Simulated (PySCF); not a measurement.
# C₂HGa, a cluster of ions: interaction energy

Wanted: the interaction energy for `[Ga+]` with `[C-]#C`.

Programs: PySCF 2.14.0. All values are calculated, for the isolated system unless a continuum is named. Atoms count from 0, parts from 1.

## 1. The system as given

4 atoms, charge 0, multiplicity 1; geometry: GFN2-xTB. Parts: 1 = atom 0, `[Ga+]`, charge 1; 2 = atoms 1–3, `[C-]#C`, charge -1.

## 2. Relaxing the molecule at PBE0-D3(BJ)/def2-SVPD

What the job is given:

```
{"job": {"xc": "PBE0", "basis": "def2-SVPD", "d3": "d3bj", "grid": 2, "kind": "geom"}, "charge": 0, "multiplicity": 1, "parts": [{"atoms": "0-0", "charge": 1, "multiplicity": 1}, {"atoms": "1-3", "charge": -1, "multiplicity": 1}]}
Ga    -0.005463    -0.267363     0.407772
C      0.119457    -3.560004     0.615981
C      0.073547    -2.348346     0.537859
H      0.159510    -4.616161     0.683126
```

Run with:

```console
OMP_NUM_THREADS=1 python cluster_run.py task.json out
```

This one command runs all jobs of the session in turn.

**Question.** The jobs that follow are: CCSD(T)/aug-cc-pVDZ and MP2/aug-cc-pVTZ counterpoise interaction energy, frozen core, gas phase. Predict: point group; rotational constants (main isotopes); interaction energy, CCSD(T) limit estimate; MP2/aug-cc-pVTZ; T1 diagnostic.

**Answer**, as computed:

```
                                  quantity            value
                               point group              C∞v
      rotational constants (main isotopes)   3.48, 3.48 GHz
interaction energy, CCSD(T) limit estimate  -179.8 kcal/mol
                           MP2/aug-cc-pVTZ  -180.4 kcal/mol
                             T1 diagnostic           0.0110
```

What this shows: The optimisation took 7 steps and gained 0.038 eV; among the bonds of the start, Ga0–C2 changed most, from 2.087 to 2.017 Å. The interaction energy leaves out the deformation of the parts, 0.73 kcal/mol; with it the binding is about -179.0 kcal/mol. The estimate adds CCSD(T) less MP2 in the small basis (+1.86 kcal/mol) to extrapolated MP2. Hartree-Fock gives -171.7 against -179.8 kcal/mol.
